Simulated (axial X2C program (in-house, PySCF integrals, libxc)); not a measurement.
**Linear HCoH at several levels**

How do method and spin–orbit coupling move the bonds and stretches of HCoH, held linear?

The runs use an in-house X2C program for linear molecules on PySCF integrals; all-electron X2C, two-component (2c) or spin-free, H dyall-v3z, Co dyall-v3z.

All values are calculated.

2 further runs of the same task are left out: 2 set aside as unsound or not needed.

## 1. Input

File task.json:

```json
{
 "zs": [
  1,
  27,
  1
 ],
 "q": 0,
 "bas": [
  "dyall-v3z",
  "dyall-v3z",
  "dyall-v3z"
 ],
 "r0": [
  1.43,
  1.43
 ],
 "symm": 1,
 "scan": [
  "PBE0",
  "HF",
  "PBE"
 ],
 "levels": [
  "PBE0",
  "HF",
  "B3LYP"
 ],
 "nst": 2
}
```

Keys: zs atomic numbers; q charge; bas basis sets; r0 starting distance in Å; symm equal bonds; scan levels of the two-bond scan (MP2 follows by itself at each HF point); levels methods; nst determinants followed.

The run is started by

```bash
python solin.py task.json out
```

Masses H 1.008, Co 58.933, H 1.008 u.

## 2. Scan at PBE0, 2c

State: Ω = 9/2 (beyond evenly filled blocks: ω = 1/2, ω = 3/2, ω = 5/2). Energies above the lowest point, from the job's result record:

```tsv
r(H–Co) (Å)	r(Co–H) (Å)	E (meV)
1.5542	1.5542	23.67
1.5542	1.5940	11.03
1.5542	1.6339	17.40
1.5940	1.5542	11.03
1.5940	1.5940	0.00
1.5940	1.6339	7.86
1.5940	1.6737	31.82
1.6339	1.5542	17.40
1.6339	1.5940	7.86
1.6339	1.6339	17.11
1.6737	1.5940	31.82
1.6737	1.6737	68.74
```

A quadratic surface with cubic terms in each bond gives the minimum at 1.596 and 1.596 Å, force constants 1.88, 1.88 and coupling 0.14 mdyn/Å.

## 3. Scan at HF, 2c

State: Ω = 9/2 (beyond evenly filled blocks: ω = 1/2, ω = 3/2, ω = 5/2). Energies above the lowest point, from the job's result record:

```tsv
r(H–Co) (Å)	r(Co–H) (Å)	E (meV)
1.5542	1.5542	130.98
1.5542	1.5940	86.27
1.5542	1.6339	64.36
1.5940	1.5542	86.27
1.5940	1.5940	42.38
1.5940	1.6339	21.24
1.5940	1.6737	19.82
1.6339	1.5542	64.36
1.6339	1.5940	21.24
1.6339	1.6339	0.83
1.6737	1.5940	19.82
1.6737	1.6737	0.00
```

A quadratic surface with cubic terms in each bond gives the minimum at 1.654 and 1.654 Å, force constants 1.82, 1.82 and coupling 0.07 mdyn/Å.

## 4. Scan at PBE, 2c

State: Ω = 9/2 (beyond evenly filled blocks: ω = 1/2, ω = 3/2, ω = 5/2). Energies above the lowest point, from the job's result record:

```tsv
r(H–Co) (Å)	r(Co–H) (Å)	E (meV)
1.5542	1.5542	16.54
1.5542	1.5940	7.40
1.5542	1.6339	16.35
1.5940	1.5542	7.40
1.5940	1.5940	0.00
1.5940	1.6339	10.53
1.5940	1.6737	36.25
1.6339	1.5542	16.35
1.6339	1.5940	10.53
1.6339	1.6339	22.49
1.6737	1.5940	36.25
1.6737	1.6737	77.68
```

A quadratic surface with cubic terms in each bond gives the minimum at 1.590 and 1.590 Å, force constants 1.83, 1.83 and coupling 0.14 mdyn/Å.

## 5. The levels side by side

| level | r(H–Co) (Å) | r(Co–H) (Å) | lower stretch (cm⁻¹) | upper stretch (cm⁻¹) |
| --- | --- | --- | --- | --- |
| PBE0, 2c | 1.596 | 1.596 | 1742.7 | 1845.3 |
| HF, 2c | 1.654 | 1.654 | 1745.8 | 1787.3 |
| PBE, 2c | 1.590 | 1.590 | 1710.9 | 1821.2 |
| MP2, 2c | 1.594 | 1.594 | 1833.8 | 1882.9 |
| PBE0, spin-free | 1.596 | 1.596 | 1743.8 | 1846.3 |
| HF, spin-free | 1.654 | 1.654 | 1747.1 | 1788.5 |
| PBE, spin-free | 1.590 | 1.590 | 1712.1 | 1822.2 |
| MP2, spin-free | 1.594 | 1.594 | 1835.2 | 1884.0 |

Scans not shown above were run alike.

**Reading.** Over the levels the H–Co bond spans 1.590 to 1.654 Å and the Co–H bond 1.590 to 1.654 Å. At PBE0 spin–orbit coupling leaves both bonds unchanged to 0.001 Å. Each state is one determinant, the lowest of a limited PBE0 search; the stretches come from a fit to few points and are good to some per cent at best. The stretches are sorted by size, and where the two bonds are alike the symmetric and antisymmetric modes can swap order between levels. MP2 freezes inner shells (threshold -2 hartree). The molecule was held linear; bending was not examined, so a bent shape may lie lower. Note: functional without a current term on a determinant with orbital currents, of the molecule or an atom. Note: several unpaired electrons, one determinant need not be a pure state.
